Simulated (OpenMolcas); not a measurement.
# B3PW91/Ahlrichs_VDZ (time step au 20) run of BH3Br− (SMILES [H][B-]([H])([H])Br)

We compute a short trajectory of BH3Br−. 

The calculation is run with OpenMolcas 26.06.

## 1. Starting point

BH3Br− has 5 atoms, charge -1, and is taken as a singlet. SMILES: `[H][B-]([H])([H])Br`. Geometry: relaxed at GFN2-xTB. The run starts from this shape.

Bond lengths: B1–Br2 2.028 Å, B1–H3 1.211 Å, B1–H4 1.212 Å, B1–H5 1.211 Å. Angles: Br2–B1–H3 107.5°, Br2–B1–H4 107.6°, Br2–B1–H5 107.8°, H3–B1–H4 111.2°, H3–B1–H5 111.1°, H4–B1–H5 111.3°.

## 2. A short trajectory at B3PW91/Ahlrichs_VDZ (time step au 20)

Input file geom.xyz:

```xyz
5

B     -0.002450     0.001710    -0.185070
Br     0.015160    -0.019850     1.842860
H      1.149500     0.010510    -0.559790
H     -0.585750     1.003800    -0.536400
H     -0.576460    -0.996180    -0.561610
```

Input file calc.input:

```
&GATEWAY
 COORD
 geom.xyz
 BASIS
 Ahlrichs_VDZ
 GROUP
 NoSym
>>> EXPORT MOLCAS_MAXITER=30
>>> Do While

&SEWARD

&SCF
 CHARGE
 -1
 KSDFT
 HYB_GGA_XC_B3PW91
 PRORBITALS
 1 1

&ALASKA

&DYNAMIX
 VELVER
 DT
 20
 VELO
 0
 THER
 0
>>> EndDo
```

The run is started by

```
export MOLCAS_MEM=1860
pymolcas calc.input > calc.log
```

**Question.** What will come out? Wanted: potential energy of the last frame.

Computed results:

Level: B3PW91/Ahlrichs_VDZ (time step au 20).

```
                          quantity           value
potential energy of the last frame  -2600.52476 Eh
```

In words: Mulliken charges run from -0.44 on Br2 to -0.05 on H3.
